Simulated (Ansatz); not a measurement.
**K2EuCuCl6 (Fm-3m): the equilibrium volume**

At what volume is K2EuCuCl6 (Fm-3m) free of pressure?

Method: DFT PBEsol, scalar-relativistic, plane waves, PAW, in Ansatz 0.2.0.

1 further run of the same task is left out (it didn't finish). Runs told in other sessions of the task aren't counted.

### 1 The system as given

It takes space group Fm-3m (No. 225, cubic). Conventional cell: a = 10.461 Å, b = 10.461 Å, c = 10.461 Å, α = 90.00°, β = 90.00°, γ = 90.00°. K (site symmetry -43m) is surrounded by 12 Cl at 3.70 Å. Eu (site symmetry m-3m) has 6 Cl at 2.74 Å in its first shell of neighbours. Around Cu (site symmetry m-3m) lie 6 Cl at 2.49 Å. Cl (site symmetry 4mm) has 1 Cu at 2.49 Å and 1 Eu at 2.74 Å and 4 K at 3.70 Å in its first shell of neighbours.

As a file:

```cif
data_structure
_symmetry_space_group_name_H-M 'Fm-3m'
_symmetry_Int_Tables_number 225
_cell_length_a 10.4606
_cell_length_b 10.4606
_cell_length_c 10.4606
_cell_angle_alpha 90.000
_cell_angle_beta 90.000
_cell_angle_gamma 90.000
_cell_volume 1144.65
loop_
_atom_site_label
_atom_site_type_symbol
_atom_site_symmetry_multiplicity
_atom_site_Wyckoff_symbol
_atom_site_fract_x
_atom_site_fract_y
_atom_site_fract_z
_atom_site_occupancy
K1 K 8 c 0.25000 0.75000 0.75000 1
Eu1 Eu 4 a 0.00000 0.00000 0.00000 1
Cu1 Cu 4 b 0.50000 0.00000 0.00000 1
Cl1 Cl 24 e 0.50000 0.00000 0.76228 1
```

Starting moments: Eu 7.00; Cu 1.00 μB.

### 2 At the starting volume (PBEsol, 4×4×4 mesh)

input.yaml reads:

```yaml
crystal:
  lattice:
    - [0.0, 5.23030493, 5.23030493]
    - [5.23030493, 0.0, 5.23030493]
    - [5.23030493, 5.23030493, 0.0]
  atoms:
    - { symbol: K, position: [0.25, 0.25, 0.25] }
    - { symbol: K, position: [0.75, 0.75, 0.75] }
    - { symbol: Eu, position: [0.0, 0.0, 0.0], spin: 7.0 }
    - { symbol: Cu, position: [0.5, 0.5, 0.5], spin: 1.0 }
    - { symbol: Cl, position: [0.262277, 0.262277, 0.737723] }
    - { symbol: Cl, position: [0.262277, 0.737723, 0.737723] }
    - { symbol: Cl, position: [0.737723, 0.737723, 0.262277] }
    - { symbol: Cl, position: [0.262277, 0.737723, 0.262277] }
    - { symbol: Cl, position: [0.737723, 0.262277, 0.737723] }
    - { symbol: Cl, position: [0.737723, 0.262277, 0.262277] }
basis:
  ecutwfc: 420
kpoints:
  mp_grid: { grid: [4, 4, 4] }
hamiltonian:
  xc: pbesol
scf:
  occupations: { method: gaussian, width: 0.1 }
  lower_state_search: "off"
output:
  forces: true
  stress: true
  eigenvalues: true
  populations: true
  hubbard: { sites: [{ species: Eu, l: f }] }
magnetization:
  spin_polarized: true
```

Run with:

```
$ ansatz run input.yaml --threads 8 --pin off --max-ram 14336MiB --backend cpu --events-out ev --progress --plain --runs-dir out
```

The runs that follow: Relaxing cell and atoms.

What does the calculation give? Wanted: volume; pressure; conventional cell; gap on the mesh; spin moments in spheres.

As calculated:

```
               quantity                                                                         value
                 volume                                                                26.614 Å³/atom
               pressure                                                                      0.00 GPa
      conventional cell  a = 10.211 Å, b = 10.211 Å, c = 10.211 Å, α = 90.00°, β = 90.00°, γ = 90.00°
        gap on the mesh                                                                  none (metal)
spin moments in spheres                                                          Eu 6.38; Cu -0.31 μB
```

What this shows: From the first run shown, the volume went from 28.62 to 26.61 Å³/atom (-7.0 %) in 2 runs, where the pressure is zero within 0.01 GPa. No U or exact exchange acts on the open f shell of Eu, so the metal found here may be the functional's error. Spin–orbit coupling is left out, though the cell holds Eu; it splits the 4f levels.
